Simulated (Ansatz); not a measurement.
# ZrIn: the cost of one run

Program: Ansatz 0.2.0. Level of theory: DFT LDA, with the methods named in each step. These are calculated values, not measurements.

## 1. The structure to begin with

The structure is tetragonal, space group P4/mmm (No. 123). The conventional cell has a = 3.141 Å, b = 3.141 Å, c = 4.454 Å, α = 90.00°, β = 90.00°, γ = 90.00°. Zr (site symmetry 4/mmm) is surrounded by 4 Zr at 3.14 Å and 8 In at 3.15 Å. In (site symmetry 4/mmm) is surrounded by 4 In at 3.14 Å and 8 Zr at 3.15 Å.

Structure file:

```
CELL_PARAMETERS angstrom
3.14065 0.00000 0.00000
0.00000 3.14065 0.00000
0.00000 0.00000 4.45410
ATOMIC_POSITIONS crystal
Zr 0.00000 0.00000 0.00000
In 0.50000 0.50000 0.50000
```

Atoms are numbered in the order of the input: Zr1, In2.

## 2. Free moments, LAPW

The input, input.yaml:

```yaml
crystal:
  lattice:
    - [3.14064916, 0.0, 0.0]
    - [0.0, 3.14064916, 0.0]
    - [0.0, 0.0, 4.45410072]
  atoms:
    - { symbol: Zr, position: [0.0, 0.0, 0.0], spin: 1.0 }
    - { symbol: In, position: [0.5, 0.5, 0.5] }
magnetization:
  spin_polarized: true
kpoints:
  mp_grid: { grid: [12, 12, 9] }
scf:
  occupations: { method: fermi_dirac, width: 0.05 }
  lower_state_search: "off"
hamiltonian:
  xc: lda
  pseudopotentials: { kind: all_electron, lapw: { basis_error: 0.0005 } }
output:
  forces: true
  stress: true
  eigenvalues: false
  populations: true
  dos: { projected: true, de: 0.1, e_range: [-8, 5] }
```

The run is started by

```bash
ansatz run input.yaml --threads 1 --pin off --max-ram 3072MiB --backend cpu --events-out ev --progress --plain --runs-dir out
```

Q: Estimate wall time and peak memory on 1 thread of Arm Neoverse V1, shared host.

About 2.1 min, with a peak of 0.95 GiB.
